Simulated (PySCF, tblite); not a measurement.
# C₅H₆ClF+ (doublet): geometry, infrared bands and EPR parameters

What infrared bands and EPR parameters should C₅H₆ClF+ (doublet) (`[CH2+][C]1[C@@H](C)[C@]1(F)Cl`) show?

Programs: tblite 0.8.0 and PySCF 2.14.0, with density-fitted response routines of our own. Each step states its level of theory. These are calculated values for one molecule in the gas phase, unless marked as measured. Atoms count from 0, in the outputs and in this text.

## Step 1: The molecule as given

13 atoms, charge 1, multiplicity 2; geometry from: force field or distance geometry start.

Bonds of the start (Å): C0–C1 1.50, C1–C2 1.51, C2–C3 1.49, C2–C4 1.49, C4–F5 1.36, C4–Cl6 1.79, C4–C1 1.54, C0–H7 1.08, C0–H8 1.08, C2–H9 1.12, C3–H10 1.11, C3–H11 1.13, C3–H12 1.10.

## Step 2: Relaxing the molecule with GFN2-xTB

The job: settings as JSON, then the geometry in Å.

```
{"job": {"kind": "relax", "xc": "GFN2-xTB", "basis": "xTB"}, "charge": 1, "multiplicity": 2}
C      1.450700    -0.400800    -0.993100
C      0.624100     0.787600    -0.609800
C     -0.691400     0.588600     0.096000
C     -1.267400    -0.775200    -0.052000
C      0.506900     0.896600     0.919800
F      1.107900    -0.070600     1.664500
Cl     0.642100     2.595800     1.451400
H      1.249300    -1.355800    -0.529400
H      2.226700    -0.271100    -1.732700
H     -1.469000     1.395400     0.076300
H     -1.473700    -0.964300    -1.123900
H     -2.272100    -0.842600     0.465800
H     -0.638400    -1.583100     0.349400
```

Started as:

```bash
$ OMP_NUM_THREADS=1 python probes_run.py task.json out
```

One launch serves the whole session: the jobs run in the order shown.

**Question.** This job is followed by: GFN2-xTB harmonic vibrations, gas phase; UKS B3LYP, pcH-1 on C Cl F H, non-relativistic, mean-field spin-orbit, GIAO. What will the session give for the following? strongest single infrared mode (GFN2-xTB); zero-point energy (GFN2-xTB); g(iso) (B3LYP); ⟨S²⟩; largest a(iso) (averaged by class).

As calculated:

| quantity | value |
| --- | --- |
| strongest single infrared mode (GFN2-xTB) | 1854 cm⁻¹, 155 km/mol |
| zero-point energy (GFN2-xTB) | 56.7 kcal/mol |
| g(iso) (B3LYP) | 2.01706 |
| ⟨S²⟩ | 0.753 (exact 0.75) |
| largest a(iso) (averaged by class) | 19F on F5, 93.8 MHz |

**Reading.** The optimisation took 91 steps and gained 2.423 eV; among the close pairs (by a distance rule), C0–C1 changed most, from 1.497 to 1.291 Å. All 33 modes are real, so the xTB geometry is a minimum. The strongest single mode, at 1854 cm⁻¹, moves mainly C1. GFN2-xTB is a fitted tight-binding method: band positions and strengths are rough. Its intensities can rank the bands wrongly. The largest spin populations lie on C4 (0.27 e), C1 (0.25 e), Cl6 (0.23 e). The isotropic g lies 14.7 ppt above the free-electron value. The conformer search found further structures of the same energy, which may be mirror or relabelled copies of this one.
